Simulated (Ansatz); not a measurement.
# BF2H4NSi: a ladder of functionals and wavefunction methods

An exercise on one series of results from a longer session: the logs are not shown, and one member is left open.

Computed with Ansatz 0.2.0, Gaussian basis. Level: functionals in def2-TZVPP, the program's frozen cores in correlated methods.

Plan: LDA (SPW92), PBE-D4, revPBE-D4, BLYP-D4, r2SCAN-D4, B97M-V, PBE0-D4, B3LYP-D4, r2SCANh-D4, r2SCAN0-D4, HSE06-D4, BHLYP-D4, CAM-B3LYP-D4, LC-ωPBE, ωB97X-V, ωB97M-V, B2PLYP, PBE-QIDH; CCSD(T)/def2-SVP; CCSD(T)/def2-TZVPP; MP2/def2-QZVPP; extrapolation to the limit; RPA on PBE.

## Structure used throughout

The geometry comes from an earlier relaxation with PBE0-D4 in a triple-zeta def2 set; it is a stationary point, not always the lowest conformer.

9 atoms, charge 0, spin multiplicity 1.

Atoms are counted from 1 here; the program's logs count them from 0.

Bond lengths: N1–Si2 1.721 Å, N1–H6 1.008 Å, N1–H7 1.008 Å, Si2–B3 2.043 Å, Si2–H8 1.488 Å, Si2–H9 1.488 Å, B3–F4 1.323 Å, B3–F5 1.323 Å. Angles: Si2–N1–H6 119.4°, Si2–N1–H7 119.4°, H6–N1–H7 110.4°, N1–Si2–B3 116.7°, N1–Si2–H8 108.3°, N1–Si2–H9 108.3°, B3–Si2–H8 107.1°, B3–Si2–H9 107.1°, H8–Si2–H9 109.2°, Si2–B3–F4 121.7°, Si2–B3–F5 122.7°, F4–B3–F5 115.7°.

Coordinates:

```mol
BF2H4NSi
  3D, bonds by distance, orders not assigned

  9  8  0  0  0  0  0  0  0  0999 V2000
    0.6490    0.4248    1.4611 N   0  0
    0.2319   -0.6282    0.1649 Si  0  0
   -0.7494    0.2085   -1.4198 B   0  0
   -1.1224   -0.5123   -2.4646 F   0  0
   -1.0526    1.4950   -1.4739 F   0  0
   -0.0787    0.7899    2.0548 H   0  0
    1.3700    1.1153    1.3247 H   0  0
    1.4836   -1.2337   -0.3663 H   0  0
   -0.6430   -1.7057    0.7021 H   0  0
  1  2  8  0
  2  3  8  0
  3  4  8  0
  3  5  8  0
  1  6  8  0
  1  7  8  0
  2  8  8  0
  2  9  8  0
M  END
```

Set-up of the first run:

The input, in.yaml:

```yaml
crystal:
  periodic: [false, false, false]
  atoms:
    - {symbol: N, position_ang: [0.648963, 0.424821, 1.461062]}
    - {symbol: Si, position_ang: [0.231936, -0.628180, 0.164894]}
    - {symbol: B, position_ang: [-0.749392, 0.208470, -1.419844]}
    - {symbol: F, position_ang: [-1.122355, -0.512348, -2.464614]}
    - {symbol: F, position_ang: [-1.052631, 1.495048, -1.473948]}
    - {symbol: H, position_ang: [-0.078689, 0.789909, 2.054830]}
    - {symbol: H, position_ang: [1.369977, 1.115332, 1.324678]}
    - {symbol: H, position_ang: [1.483566, -1.233684, -0.366306]}
    - {symbol: H, position_ang: [-0.642975, -1.705668, 0.702148]}
basis:
  gaussian: {orbitals: def2-TZVPP}
hamiltonian: {xc: lda}
output: {orbitals: {seedname: orbitals}}
```

The run is started by

```sh
ansatz run in.yaml --threads 2 --pin off --events-out ev --progress --plain --max-ram 4352MiB
```

Steps of the session up to this table: LDA; PBE-D4 (GGA); revPBE-D4 (GGA); BLYP-D4 (GGA); r2SCAN-D4 (meta-GGA); B97M-V (meta-GGA); PBE0-D4 (hybrid); B3LYP-D4 (hybrid); r2SCANh-D4 (hybrid); r2SCAN0-D4 (hybrid); HSE06-D4 (hybrid); BHLYP-D4 (hybrid); CAM-B3LYP-D4 (range-separated); LC-ωPBE (range-separated); ωB97X-V (range-separated); ωB97M-V (range-separated); B2PLYP (double hybrid); PBE-QIDH (double hybrid).

One of the session's tables, all rows but one given; the rest of the session is left out.

It belongs to the step «Orbital energies across the functionals». 

```
  functional  HOMO (eV)  gap (eV)
 LDA (SPW92)      -6.13      4.03
      PBE-D4      -5.99      4.16
   revPBE-D4      -5.94      4.21
     BLYP-D4      -5.89      4.19
   r2SCAN-D4      -6.29      4.73
      B97M-V      -6.40      4.70
     PBE0-D4      -7.40      6.51
    B3LYP-D4      -7.19      6.07
  r2SCANh-D4      -6.82      5.59
  r2SCAN0-D4      -7.61      6.88
    HSE06-D4      -7.00      5.72
    BHLYP-D4      -8.75      8.86
CAM-B3LYP-D4          ?         ?
     LC-ωPBE     -10.18     11.63
     ωB97X-V      -9.82     11.16
     ωB97M-V      -9.69     10.80
```

Estimate the missing values for CAM-B3LYP-D4.

**Answer.** HOMO (eV): -8.83; gap (eV): 9.06. In the column «HOMO (eV)» it lies between ωB97M-V (-9.69) and BHLYP-D4 (-8.75).
